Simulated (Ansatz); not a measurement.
# CH₆AsNO: one species, many methods

The task here is to estimate one member of a computed series from the others.

The runs use Ansatz 0.2.0, Gaussian basis; functionals in def2-TZVPP, the program's frozen cores in correlated methods.

Plan: LDA (SPW92), PBE-D4, revPBE-D4, BLYP-D4, r2SCAN-D4, B97M-V, PBE0-D4, B3LYP-D4, r2SCANh-D4, r2SCAN0-D4, HSE06-D4, BHLYP-D4, CAM-B3LYP-D4, LC-ωPBE, ωB97X-V, ωB97M-V, B2PLYP, PBE-QIDH; CCSD(T)/def2-SVP; CCSD(T)/def2-TZVPP; MP2/def2-QZVPP; extrapolation to the limit; RPA on PBE.

### The relaxed structure

The geometry comes from an earlier relaxation with PBE0-D4 in a triple-zeta def2 set; it is a stationary point, not always the lowest conformer.

SMILES `N[AsH]CO`, 10 atoms, charge 0, spin multiplicity 1.

Atoms are counted from 1 here; the program's logs count them from 0.

Bond lengths: N1–As2 1.848 Å, N1–H5 1.012 Å, N1–H6 1.011 Å, As2–C3 1.989 Å, As2–H7 1.527 Å, C3–O4 1.409 Å, C3–H8 1.099 Å, C3–H9 1.092 Å, O4–H10 0.961 Å. Angles: As2–N1–H5 114.3°, As2–N1–H6 110.6°, H5–N1–H6 108.6°, N1–As2–C3 102.4°, N1–As2–H7 96.0°, C3–As2–H7 93.3°, As2–C3–O4 111.9°, As2–C3–H8 108.3°, As2–C3–H9 109.5°, O4–C3–H8 112.5°, O4–C3–H9 106.6°, H8–C3–H9 107.9°, C3–O4–H10 108.6°.

The first run:

File in.yaml:

```yaml
crystal:
  periodic: [false, false, false]
  atoms:
    - {symbol: N, position_ang: [-1.087372, 1.523434, 0.361928]}
    - {symbol: As, position_ang: [0.643205, 1.036933, -0.066597]}
    - {symbol: C, position_ang: [0.555576, -0.949858, -0.012089]}
    - {symbol: O, position_ang: [-0.031201, -1.481854, -1.177245]}
    - {symbol: H, position_ang: [-1.567537, 0.867845, 0.965318]}
    - {symbol: H, position_ang: [-1.637462, 1.653637, -0.475822]}
    - {symbol: H, position_ang: [1.195399, 1.139766, 1.353454]}
    - {symbol: H, position_ang: [1.570051, -1.335188, 0.161146]}
    - {symbol: H, position_ang: [-0.070326, -1.264668, 0.825030]}
    - {symbol: H, position_ang: [0.512666, -1.241148, -1.932223]}
basis:
  gaussian: {orbitals: def2-TZVPP}
hamiltonian: {xc: lda}
output: {orbitals: {seedname: orbitals}}
```

The run is started by

```bash
$ ansatz run in.yaml --threads 4 --pin off --events-out ev --progress --plain --max-ram 10444MiB
```

Steps of the session up to this table: LDA; PBE-D4 (GGA); revPBE-D4 (GGA); BLYP-D4 (GGA); r2SCAN-D4 (meta-GGA); B97M-V (meta-GGA); PBE0-D4 (hybrid); B3LYP-D4 (hybrid); r2SCANh-D4 (hybrid); r2SCAN0-D4 (hybrid); HSE06-D4 (hybrid); BHLYP-D4 (hybrid); CAM-B3LYP-D4 (range-separated); LC-ωPBE (range-separated); ωB97X-V (range-separated); ωB97M-V (range-separated); B2PLYP (double hybrid); PBE-QIDH (double hybrid).

One of the session's tables, all rows but one given; the rest of the session is left out.

It belongs to the step «Orbital energies across the functionals». 

```
  functional  HOMO (eV)  gap (eV)
 LDA (SPW92)      -5.69      4.90
      PBE-D4          ?         ?
   revPBE-D4      -5.49      4.99
     BLYP-D4      -5.44      4.89
   r2SCAN-D4      -5.83      5.59
      B97M-V      -5.94      5.54
     PBE0-D4      -6.87      7.11
    B3LYP-D4      -6.67      6.61
  r2SCANh-D4      -6.33      6.37
  r2SCAN0-D4      -7.05      7.52
    HSE06-D4      -6.47      6.34
    BHLYP-D4      -8.03      9.01
CAM-B3LYP-D4      -8.23      9.35
     LC-ωPBE      -9.52     11.90
     ωB97X-V      -9.19     11.39
     ωB97M-V      -9.08     10.96
```

Q: Estimate the row for PBE-D4 from the others.

As computed: HOMO (eV): -5.54; gap (eV): 4.95. In the column «HOMO (eV)» it lies between LDA (SPW92) (-5.69) and revPBE-D4 (-5.49).
